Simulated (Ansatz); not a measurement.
CH2FGeN, SMILES N#[C][GeH2][F], a rigid scan of one bond length

Computed with the Ansatz DFT code, driven from Python.

Typed at the interpreter:
```pycon
>>> from dataclasses import dataclass
>>> import ansatz as az
>>> import numpy as np
>>> @dataclass(frozen=True)
... class Options:
...     basis_set: str = "def2-SVP"
...     method: str = "MP2"
...
>>> settings = Options()
>>> GEOMETRY = """
... N     0.31550   -2.30050    1.05600
... C     0.14800   -1.21100    0.56540
... Ge   -0.06980    0.50790   -0.23000
... F    -1.34380    0.51600   -1.30450
... H     1.24830    0.84690   -1.03050
... H    -0.25620    1.57670    0.89730
... """
>>> molecule = az.Crystal.molecule()
>>> for line in GEOMETRY.strip().splitlines():
...     symbol, *xyz = line.split()
...     molecule = molecule.atom(symbol, [float(v) for v in xyz])
...
>>> symbols = [site.symbol for site in molecule.cartesian_sites]
>>> start = np.array([site.position_ang for site in molecule.cartesian_sites])
>>> axis = (start[5] - start[2]) / np.linalg.norm(start[5] - start[2])
>>> moving = [5]
>>> lengths, energies = [1.377, 1.439, 1.502, 1.565, 1.627, 1.69, 1.752, 1.846], []
>>> for length in lengths:
...     xyz = start.copy()
...     xyz[moving] += (length - np.linalg.norm(start[5] - start[2])) * axis
...     point = az.Crystal.molecule()
...     for symbol, place in zip(symbols, xyz):
...         point = point.atom(symbol, place.tolist())
...     calc = (
...         point.calculation()
...         .basis(gaussian=settings.basis_set)
...         .correlation(settings.method)
...     )
...     report = calc.run(threads=1, backend="cpu").report
...     energies.append(report["free_energy_ev"])
...     print(f"r = {length:6.3f} A  E = {energies[-1]:.5f} eV  <S^2> = {abs(report['mean_field']['state']['spin_squared']):.3f}")
...
r =  1.377 A  E = -61730.88610 eV  <S^2> = 0.000
r =  1.439 A  E = -61731.05403 eV  <S^2> = 0.000
r =  1.502 A  E = -61731.11847 eV  <S^2> = 0.000
r =  1.565 A  E = -61731.10085 eV  <S^2> = 0.000
r =  1.627 A  E = -61731.02255 eV  <S^2> = 0.000
r =  1.690 A  E = -61730.89635 eV  <S^2> = 0.000
r =  1.752 A  E = -61730.73806 eV  <S^2> = 0.000
r =  1.846 A  E = -61730.45368 eV  <S^2> = 0.000
>>> fit = np.polynomial.Polynomial.fit(lengths, np.array(energies) - min(energies), 4).convert()
>>> roots = [r.real for r in fit.deriv().roots() if abs(r.imag) < 1e-9 and fit.deriv(2)(r.real) > 0]
>>> r_e = min(roots, key=lambda r: abs(r - lengths[int(np.argmin(energies))]))
>>> print(f"minimum of the fit at {r_e:.4f} A, force constant {fit.deriv(2)(r_e):.2f} eV/A^2")
minimum of the fit at 1.5179 A, force constant 19.39 eV/A^2
```

Notes:
- The settings weren't tested for convergence.
- The rest of the molecule is held rigid at a force-field or estimated start geometry, and the basis set is modest; single-reference methods fail as a bond breaks.
- The orbitals are restricted, so S² is zero by construction.
- S² is that of the Hartree-Fock reference.
- Wall time of the script: 10 s on 1 thread of Arm Neoverse V2, on a shared host, peak memory 0.24 GiB.
